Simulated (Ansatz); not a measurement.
Geometry optimisation, DFT PBE, scalar-relativistic, plane waves, PAW (Ansatz 0.2.0).

Input file:

```yaml
crystal:
  lattice:
    - [5.69554, 0.0, 0.0]
    - [-2.84777, 4.932482, 0.0]
    - [0.0, 0.0, 16.195905]
  atoms:
    - { symbol: W, position: [0.0, 0.0, 0.061744] }
    - { symbol: C, position: [0.33333334, 0.16666668, 0.14810133] }
    - { symbol: W, position: [0.0, 0.0, 0.23445865] }
    - { symbol: C, position: [0.33333334, 0.16666668, 0.32081597] }
    - { symbol: W, position: [2.0e-08, 0.50000003, 0.061744] }
    - { symbol: C, position: [0.33333336, 0.66666671, 0.14810133] }
    - { symbol: W, position: [2.0e-08, 0.50000003, 0.23445865] }
    - { symbol: C, position: [0.33333336, 0.66666671, 0.32081597] }
    - { symbol: W, position: [0.5, 0.0, 0.061744] }
    - { symbol: C, position: [0.83333334, 0.16666668, 0.14810133] }
    - { symbol: W, position: [0.5, 0.0, 0.23445865] }
    - { symbol: C, position: [0.83333334, 0.16666668, 0.32081597] }
    - { symbol: W, position: [0.50000002, 0.50000003, 0.061744] }
    - { symbol: C, position: [0.83333336, 0.66666671, 0.14810133] }
    - { symbol: W, position: [0.50000002, 0.50000003, 0.23445865] }
    - { symbol: C, position: [0.83333336, 0.66666671, 0.32081597] }
    - { symbol: Ge, position: [2.0e-08, 0.50000003, 0.41281454] }
    - { symbol: H, position: [0.50000002, 0.50000003, 0.35539261] }
    - { symbol: H, position: [-0.22485774, 0.4969179, 0.48406711] }
basis:
  ecutwfc: 420.0
kpoints:
  mp_grid: { grid: [4, 4, 1] }
hamiltonian:
  xc: pbe
  pseudopotentials: { kind: paw, azcp: { folder: soft_1 } }
scf:
  occupations: { method: gaussian, width: 0.05 }
  lower_state_search: "off"
relax:
  f_tol: 0.03
  max_steps: 60
  adjacent_minimum: "off"
  constraints: [{ sites: [0, 4, 8, 12] }]
```

Command:

```bash
$ ansatz run input.yaml --threads 4 --pin off --max-ram 10240MiB --backend cpu --events-out ev --progress --plain --runs-dir out
```

Q: Where does it end, and by what steps?

A: It converged. The force dipped under the threshold on the way, but the program's further checks kept it going. Limits of this set-up: coarse k mesh, thin slab, slab without dipole correction, no dispersion correction for a molecule that may bind weakly, a typed lattice constant that wasn't relaxed here. After 16 steps the energy has fallen by 3.989 eV; H18 moved furthest, 1.73 Å. Parted: W15–H18 (1.96 → 2.91 Å). Joined: C4–H18 (1.74 → 1.09 Å).

```json
{"step": "0", "energy less start (eV)": "0.0000", "largest force component (eV/Å)": "4.788", "accepted": "yes"}
{"step": "1", "energy less start (eV)": "-1.8466", "largest force component (eV/Å)": "0.979", "accepted": "yes"}
{"step": "2", "energy less start (eV)": "-2.2866", "largest force component (eV/Å)": "0.557", "accepted": "yes"}
{"step": "3", "energy less start (eV)": "-2.3998", "largest force component (eV/Å)": "0.382", "accepted": "yes"}
{"step": "4", "energy less start (eV)": "-2.5164", "largest force component (eV/Å)": "0.372", "accepted": "yes"}
{"step": "5", "energy less start (eV)": "-2.6424", "largest force component (eV/Å)": "0.470", "accepted": "yes"}
{"step": "6", "energy less start (eV)": "-2.8219", "largest force component (eV/Å)": "0.838", "accepted": "yes"}
{"step": "7", "energy less start (eV)": "-3.0105", "largest force component (eV/Å)": "0.789", "accepted": "yes"}
{"step": "8", "energy less start (eV)": "-3.1663", "largest force component (eV/Å)": "1.367", "accepted": "yes"}
{"step": "9", "energy less start (eV)": "-3.3182", "largest force component (eV/Å)": "0.804", "accepted": "yes"}
{"step": "10", "energy less start (eV)": "-3.4828", "largest force component (eV/Å)": "1.024", "accepted": "yes"}
{"step": "11", "energy less start (eV)": "-3.6567", "largest force component (eV/Å)": "0.729", "accepted": "yes"}
{"step": "12", "energy less start (eV)": "-3.7971", "largest force component (eV/Å)": "0.883", "accepted": "yes"}
{"step": "13", "energy less start (eV)": "-3.9269", "largest force component (eV/Å)": "0.471", "accepted": "yes"}
{"step": "14", "energy less start (eV)": "-3.9852", "largest force component (eV/Å)": "0.122", "accepted": "yes"}
{"step": "15", "energy less start (eV)": "-3.9890", "largest force component (eV/Å)": "0.028", "accepted": "yes"}
{"step": "16", "energy less start (eV)": "-3.9890", "largest force component (eV/Å)": "0.028", "accepted": "yes"}
```

```xyz
19
Lattice="5.6955 0.0000 0.0000 -2.8478 4.9325 0.0000 0.0000 0.0000 16.1959" Properties=species:S:1:pos:R:3
W 0.000 0.000 1.000
C 1.424 0.822 2.379
W -0.002 -0.001 3.905
C 1.423 0.823 5.210
W -1.424 2.466 1.000
C 0.009 3.294 2.336
W -1.424 2.467 3.787
C -0.005 3.287 5.159
W 2.848 0.000 1.000
C 4.272 0.811 2.336
W 2.850 -0.001 3.905
C 4.271 0.828 5.159
W 1.424 2.466 1.000
C 2.839 3.294 2.336
W 1.424 2.470 3.905
C 2.852 3.287 5.161
Ge -1.426 2.468 6.295
H 1.424 0.825 6.302
H -1.412 2.455 7.813
```

Whether the end is a true minimum wasn't checked by a vibrational analysis.

The run took 2.2 min on 4 threads of Arm Neoverse V2 (shared host), peak memory 1.3 GiB.
